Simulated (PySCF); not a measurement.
# H2O2Zn with other numerical set-ups

Aim: see how much the energy and properties of H2O2Zn depend on the numerical set-up.

Program: PySCF 2.14.0. Level of theory: method and basis as typed in the scripts. These are calculated values, not measurements.

1 further run of the same task is left out (it didn't finish).

**1. The starting structure**

H2O2Zn: 5 atoms, charge 0, spin multiplicity 1.

Bond lengths: Zn1–O2 1.766 Å, Zn1–O3 1.766 Å, O2–H4 0.959 Å, O3–H5 0.959 Å. Angles: O2–Zn1–O3 174.6°, Zn1–O2–H4 114.9°, Zn1–O3–H5 114.9°.

**2. The run that the others are compared with**

Input file input.py:

```python
from pyscf import gto, dft

mol = gto.M(
    atom='Zn 0 -0.0162 0; O -0.0243 0.0676 1.7637; O 0.0243 0.0676 -1.7637; H -0.6367 -0.5352 2.1887; H 0.6367 -0.5352 -2.1887',
    basis='cc-pvdz',
    charge=0,
    spin=0,
    verbose=3,
)
mf = dft.RKS(mol, xc='mn15l')
mf.kernel()
mf.dip_moment()
print('orbital energies (hartree):', mf.mo_energy[..., max(0, mol.nelec[1]-3):mol.nelec[0]+3].round(4))
```

Started as:

```bash
$ OMP_NUM_THREADS=1 python input.py
```

Its log is not repeated here.

It gives: E(SCF) = -1930.957013 Eh, μ = 1.87 D.

**3. Density fitting auto**

Variant 1 changes density fitting: none → auto.

Input file input.py:

```python
from pyscf import gto, dft

mol = gto.M(
    atom='Zn 0 -0.0162 0; O -0.0243 0.0676 1.7637; O 0.0243 0.0676 -1.7637; H -0.6367 -0.5352 2.1887; H 0.6367 -0.5352 -2.1887',
    basis='cc-pvdz',
    charge=0,
    spin=0,
    verbose=3,
)
mf = dft.RKS(mol, xc='mn15l')
mf = mf.density_fit()
mf.kernel()
mf.dip_moment()
print('orbital energies (hartree):', mf.mo_energy[..., max(0, mol.nelec[1]-3):mol.nelec[0]+3].round(4))
```

Started as:

```bash
$ OMP_NUM_THREADS=1 python input.py
```

**4. Integration grid (20, 50)**

Variant 2 changes integration grid: default → (20, 50).

input.py: that of step 2 with these lines changed.

```diff
@@ -10,2 +10,3 @@
 mf = dft.RKS(mol, xc='mn15l')
+mf.grids.atom_grid = (20, 50)
 mf.kernel()
```

**5. 6-31g**

Variant 3 changes basis set: cc-pvdz → 6-31g.

input.py: that of step 2 with these lines changed.

```diff
@@ -4,3 +4,3 @@
     atom='Zn 0 -0.0162 0; O -0.0243 0.0676 1.7637; O 0.0243 0.0676 -1.7637; H -0.6367 -0.5352 2.1887; H 0.6367 -0.5352 -2.1887',
-    basis='cc-pvdz',
+    basis='6-31g',
     charge=0,
```

**6. Jorge-dzp**

Variant 4 changes basis set: cc-pvdz → jorge-dzp.

input.py: that of step 2 with these lines changed.

```diff
@@ -4,3 +4,3 @@
     atom='Zn 0 -0.0162 0; O -0.0243 0.0676 1.7637; O 0.0243 0.0676 -1.7637; H -0.6367 -0.5352 2.1887; H 0.6367 -0.5352 -2.1887',
-    basis='cc-pvdz',
+    basis='jorge-dzp',
     charge=0,
```

**7. Integration grid 4**

Variant 5 changes integration grid: default → 4.

input.py: that of step 2 with these lines changed.

```diff
@@ -10,2 +10,3 @@
 mf = dft.RKS(mol, xc='mn15l')
+mf.grids.level = 4
 mf.kernel()
```

Q: Predict the outcome of this session. Wanted: for each run, E(SCF); from base; gap; SCF dipole.

As calculated:

| run | E(SCF) (hartree) | from base (eV) | gap (eV) | SCF dipole (D) | functions |
| --- | --- | --- | --- | --- | --- |
| base | -1930.957013 | 0 | 5.47 | 1.87 | 81 |
| density fitting auto | -1930.957047 | -0.0009 | 5.47 | 1.87 | 81 |
| integration grid (20, 50) (poor choice) | -1931.138195 | -4.9302 | 5.50 | 1.86 | 81 |
| 6-31g | -1930.517517 | +11.9593 | 5.39 | 2.34 | 49 |
| jorge-dzp | -1930.845660 | +3.0301 | 5.76 | 2.02 | 83 |
| integration grid 4 | -1930.957017 | -0.0001 | 5.46 | 1.87 | 81 |

Of the runs whose energies can be compared, “6-31g” moves the SCF energy most (+11.959 eV). 6-31g (49 functions) gives an energy 11.96 eV higher than cc-pvdz (81). jorge-dzp (83 functions) gives an energy 3.03 eV higher than cc-pvdz (81); size alone doesn't order basis sets of different families. Rows marked «poor choice» come from settings spoiled on purpose.
